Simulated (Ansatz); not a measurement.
# I on Ag (Silver) (111)

An exercise on one series of results from a longer session: the logs are not shown, and one member is left open.

Method: DFT PBE, scalar-relativistic, plane waves, PAW, in Ansatz 0.2.0.

## The system as given

It takes space group Fm-3m (No. 225, cubic). The conventional cell has a = 4.147 Å, b = 4.147 Å, c = 4.147 Å, α = 90.00°, β = 90.00°, γ = 90.00°. Ag (site symmetry m-3m) has 12 Ag at 2.93 Å as nearest neighbours.

Structure file:

```cif
data_structure
_symmetry_space_group_name_H-M 'Fm-3m'
_symmetry_Int_Tables_number 225
_cell_length_a 4.1472
_cell_length_b 4.1472
_cell_length_c 4.1472
_cell_angle_alpha 90.000
_cell_angle_beta 90.000
_cell_angle_gamma 90.000
_cell_volume 71.33
loop_
_atom_site_label
_atom_site_type_symbol
_atom_site_symmetry_multiplicity
_atom_site_Wyckoff_symbol
_atom_site_fract_x
_atom_site_fract_y
_atom_site_fract_z
_atom_site_occupancy
Ag1 Ag 4 a 0.00000 0.00000 0.00000 1
```

It is the result of an earlier relaxation at this level (volume 17.83 Å³/atom; gap on the mesh: none (metal)).

A (111) slab, 7.2 Å thick as cut, with 17 Å of vacuum; its outer planes are Ag (top) and Ag (bottom).

The slab as cut. Layers, bottom to top:

```tsv
plane	atoms per cell	height over the lowest (Å)
1	Ag3	0.00
2	Ag3	2.39
3	Ag3	4.79
4	Ag3	7.18
```

Set-up of the first run:

Miller indices refer to the conventional cell of the relaxed bulk, Fm-3m (No. 225): a = 4.147 Å, b = 4.147 Å, c = 4.147 Å, α = 90.00°, β = 90.00°, γ = 90.00°.

Contents of input.yaml:

```yaml
crystal:
  lattice:
    - [5.0792356971, 0.0, 0.0]
    - [-2.5396178485, 4.3987471455, 0.0]
    - [0.0, 0.0, 24.1831240093]
  atoms:
    - { symbol: Ag, position: [0.0, 0.3333333333, 0.3514847791] }
    - { symbol: Ag, position: [0.3333333333, 0.0, 0.3514847791] }
    - { symbol: Ag, position: [0.6666666667, 0.6666666667, 0.3514847791] }
    - { symbol: Ag, position: [0.3333333333, 0.3333333333, 0.4504949264] }
    - { symbol: Ag, position: [0.6666666667, 0.0, 0.4504949264] }
    - { symbol: Ag, position: [0.0, 0.6666666667, 0.4504949264] }
    - { symbol: Ag, position: [0.6666666667, 0.3333333333, 0.5495050736] }
    - { symbol: Ag, position: [0.0, 0.0, 0.5495050736] }
    - { symbol: Ag, position: [0.3333333333, 0.6666666667, 0.5495050736] }
    - { symbol: Ag, position: [0.0, 0.3333333333, 0.6485152209] }
    - { symbol: Ag, position: [0.3333333333, 0.0, 0.6485152209] }
    - { symbol: Ag, position: [0.6666666667, 0.6666666667, 0.6485152209] }
basis:
  ecutwfc: 420
kpoints:
  mp_grid: { grid: [6, 6, 1] }
hamiltonian:
  xc: pbe
scf:
  occupations: { method: gaussian, width: 0.1 }
output:
  forces: true
  eigenvalues: true
relax:
  adjacent_minimum: "off"
  f_tol: 0.03
  max_steps: 70
  constraints: [{ sites: [0, 1, 2, 3, 4, 5] }]
efield:
  axis: 3
  dipole_correction: true
```

The run is started by

```bash
ansatz run input.yaml --threads 4 --pin off --max-ram 10240MiB --backend cpu --events-out ev --progress --plain --runs-dir out
```

Among the steps run: The clean surface, relaxed; I put at a top (Ag) site; I at the hollow (nearest Ag) site; I put at a bridge (Ag-Ag) site.

One table of the session follows, with a row left open; its other results are not shown here.

It belongs to the step «I: energies by site». 

| start | E_ads (eV) | height (Å) | Δφ, top (eV) | Δ dipole (e·Å) |
| --- | --- | --- | --- | --- |
| top (Ag) at (0.33, 0.00) | -2.13 | 2.52 | +1.10 | -0.148 |
| hollow (nearest Ag) at (0.00, 0.67) | -2.51 | 2.32 | +0.53 | -0.076 |
| bridge (Ag-Ag) at (0.00, 0.83) | -2.44 | 2.33 | +0.63 | -0.090 |
| hollow (nearest Ag) at (0.33, 0.67) | ? | ? | ? | ? |

Q: Estimate the row for hollow (nearest Ag) at (0.33, 0.67) from the others.

As computed: E_ads (eV): -2.51; height (Å): 2.33; Δφ, top (eV): +0.56; Δ dipole (e·Å): -0.080.

Limits of these values: A start on a symmetric site keeps its symmetry, so an end may be a saddle point and not a minimum. Spin polarisation is off in the runs that give these values; a magnetic solution could lie lower. Warnings in the runs' records: xc potential rough in thin density.
